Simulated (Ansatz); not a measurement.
# MoF: one candidate structure

Where does MoF go from the start given, rock salt type (Fm-3m, No. 225)?

The COD cell was measured well above room temperature, so it is larger than a cold one.

Method: DFT PBE, scalar-relativistic, plane waves, PAW, in Ansatz 0.2.0.

1 further run of the same task is left out (it didn't finish).

**1. Starting point**

It takes space group Fm-3m (No. 225, cubic). The conventional cell has a = 4.686 Å, b = 4.686 Å, c = 4.686 Å, α = 90.00°, β = 90.00°, γ = 90.00°. Mo (site symmetry m-3m) is surrounded by 6 F at 2.34 Å. F (site symmetry m-3m) is surrounded by 6 Mo at 2.34 Å.

Coordinates:

```
Mo F
1.0
     0.00000    2.34319    2.34319
     2.34319    0.00000    2.34319
     2.34319    2.34319    0.00000
Mo F
1 1
Direct
  0.00000 0.00000 0.00000
  0.50000 0.50000 0.50000
```

(A quick probe on a coarse mesh, which set the mesh and smearing, is not shown.)

**3. A loose first relaxation**

File input.yaml:

```yaml
crystal:
  lattice:
    - [0.0, 2.3431886336, 2.3431886336]
    - [2.3431886336, 0.0, 2.3431886336]
    - [2.3431886336, 2.3431886336, 0.0]
  atoms:
    - { symbol: Mo, position: [0.0, 0.0, 0.0], spin: 1.35 }
    - { symbol: F, position: [0.5, 0.5, 0.5] }
basis:
  ecutwfc: 420
kpoints:
  mp_grid: { grid: [6, 6, 6] }
hamiltonian:
  xc: pbe
scf:
  occupations: { method: gaussian, width: 0.1 }
  lower_state_search: "off"
output:
  forces: true
  stress: true
  eigenvalues: true
  populations: true
magnetization:
  spin_polarized: true
relax:
  adjacent_minimum: "off"
  f_tol: 0.04
  max_steps: 70
  cell: { stress_tol: 0.4 }
```

The run is started by

```bash
$ ansatz run input.yaml --threads 1 --pin off --max-ram 2560MiB --backend cpu --events-out ev --progress --plain --runs-dir out
```

The session goes on with these runs: the relaxation.

Before running it: what results should come out?

The runs gave:

Formation energies count from the elements, computed with the same settings in runs not shown here.

```
                          quantity                                                                      value
               cell (conventional)  a = 4.813 Å, b = 4.813 Å, c = 4.813 Å, α = 90.00°, β = 90.00°, γ = 90.00°
                       space group                                                            Fm-3m (No. 225)
                            volume                                                              13.93 Å³/atom
                   gap on the mesh                                                               none (metal)
formation energy from the elements                                                             +0.582 eV/atom
                    largest moment                                                                    1.61 μB
```

**Reading.** The space group stayed Fm-3m, and from the first guess the volume went from 12.87 to 13.93 Å³/atom. The formation energy of +0.58 eV/atom is positive, so the elements lie lower than this structure; another structure of the compound can lie lower.
